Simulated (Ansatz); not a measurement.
# Lu2ReP: the cost of one run

Method: DFT PBE, scalar-relativistic, plane waves, PAW, in Ansatz 0.2.0.

## Step 1: The structure to begin with

The structure is tetragonal, space group P4/mmm (No. 123). Conventional cell: a = 4.112 Å, b = 4.112 Å, c = 4.022 Å, α = 90.00°, β = 90.00°, γ = 90.00°. Around Lu (site symmetry mmm) lie 4 Re at 2.88 Å and 4 P at 2.88 Å and 4 Lu at 2.91 Å. Re (site symmetry 4/mmm) is surrounded by 8 Lu at 2.88 Å and 4 P at 2.91 Å. P (site symmetry 4/mmm) is surrounded by 8 Lu at 2.88 Å and 4 Re at 2.91 Å.

Structure file:

```cif
data_structure
_symmetry_space_group_name_H-M 'P4/mmm'
_symmetry_Int_Tables_number 123
_cell_length_a 4.1116
_cell_length_b 4.1116
_cell_length_c 4.0224
_cell_angle_alpha 90.000
_cell_angle_beta 90.000
_cell_angle_gamma 90.000
_cell_volume 68.00
loop_
_atom_site_label
_atom_site_type_symbol
_atom_site_symmetry_multiplicity
_atom_site_Wyckoff_symbol
_atom_site_fract_x
_atom_site_fract_y
_atom_site_fract_z
_atom_site_occupancy
Lu1 Lu 2 e 0.00000 0.50000 0.50000 1
Re1 Re 1 c 0.50000 0.50000 0.00000 1
P1 P 1 a 0.00000 0.00000 0.00000 1
```

The cell is invented: species swapped into a database cell of TiAgHg2 (P4/mmm, No. 123), with Re on the Ti sites, P on the Ag sites and Lu on the Hg sites. Its size is a rough estimate.

## Step 2: A first look at the guess

File input.yaml:

```yaml
crystal:
  lattice:
    - [4.11155267, 0.0, 0.0]
    - [0.0, 4.11155267, 0.0]
    - [0.0, 0.0, 4.02238632]
  atoms:
    - { symbol: Lu, position: [0.0, 0.5, 0.5] }
    - { symbol: Lu, position: [0.5, 0.0, 0.5] }
    - { symbol: Re, position: [0.5, 0.5, 0.0] }
    - { symbol: P, position: [0.0, 0.0, 0.0] }
basis:
  ecutwfc: 420
kpoints:
  mp_grid: { grid: [4, 4, 4] }
hamiltonian:
  xc: pbe
scf:
  occupations: { method: gaussian, width: 0.1 }
  lower_state_search: "off"
output:
  forces: true
  stress: true
  eigenvalues: true
```

Started as:

```sh
$ ansatz run input.yaml --threads 1 --pin off --max-ram 2560MiB --backend cpu --events-out ev --progress --plain --runs-dir out
```

What time and memory should one allow on 1 thread of Arm Neoverse V2, shared host?

About 3.7 s, with a peak of 0.36 GiB.
